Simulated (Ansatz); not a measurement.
Run this with the Python package of Ansatz (0.2.0) and show what comes out.

`lr_u_mopbo3.py`:
```python
"""Hubbard U of MoPbO3 from linear response."""

import ansatz as az
import numpy as np

vectors = np.array([
    [4.107546, 0.0, 0.0],
    [0.0, 4.107546, 0.0],
    [0.0, 0.0, 4.107546],
])
structure = (
    az.Lattice.of(vectors)
    .atom("Mo", [0.5, 0.5, 0.5])
    .atom("Pb", [0.0, 0.0, 0.0])
    .atom("O", [0.5, 0.5, 0.0])
    .atom("O", [0.5, 0.0, 0.5])
    .atom("O", [0.0, 0.5, 0.5])
)

job = (
    structure.calculation()
    .functional("pbesol", dispersion="d3bj")
    .basis(470)
    .kpoints(6, 6, 6)
    .occupations("Fermi-Dirac", width=50 * az.meV)
    .hubbard("Mo", "d", u_eff="linear-response")
    .hubbard_response(amplitude=0.05)
    .band_table()
)
# within one cell the perturbed atoms see their images, so U is that of this cell
found = []


def keep(event):
    if event["event"] == "lr_u_result":
        found.append(event["data"])


res = job.session().plan().execute(on_event=keep)
summary = res.report
for orbit in found[-1]["orbits"]:
    print(f"sites {orbit['sites']}: n0 = {orbit['n0']:.3f}, chi0 = {orbit['chi0_per_ev']:.4f}/eV, chi = {orbit['chi_per_ev']:.4f}/eV, U = {orbit['u_ev']:.2f} eV")
print("cycles:", found[-1]["n_cycles"], " band edges:", summary.get("band_edges_ev"))
```

```console
$ python lr_u_mopbo3.py
sites [0]: n0 = 4.421, chi0 = -0.4638/eV, chi = -0.1862/eV, U = 3.21 eV
cycles: 1  band edges: None
```

Notes:
- Spin is left out of this run.
- Dispersion corrections can be off by several per cent in the lattices of metals, and by several GPa in the pressure at a fixed cell.
- The mesh is modest for a metal, so energies can be off by several to tens of meV an atom and pressures by half a GPa or more; differences at equal mesh fare better.
- A Hubbard U without spin forces both spins into the same orbitals, which can open a gap or pick a state that a spin-polarised run wouldn't.
- The structure comes from a database of computed cells and needn't be a stable or known phase.
- Gaps and levels are Kohn-Sham values on a finite set of k-points, without spin-orbit coupling.
- The computed U depends on the projectors, on the cell (the perturbed atoms see their images) and on the spin treatment typed in the script; a run with no .spin step is spin-unpolarised.
- Timing: 9 s on 1 thread of Arm Neoverse V2, on a shared host, peak memory 0.45 GiB.

(Lines on the test bed's own set-up are left out of the output.)
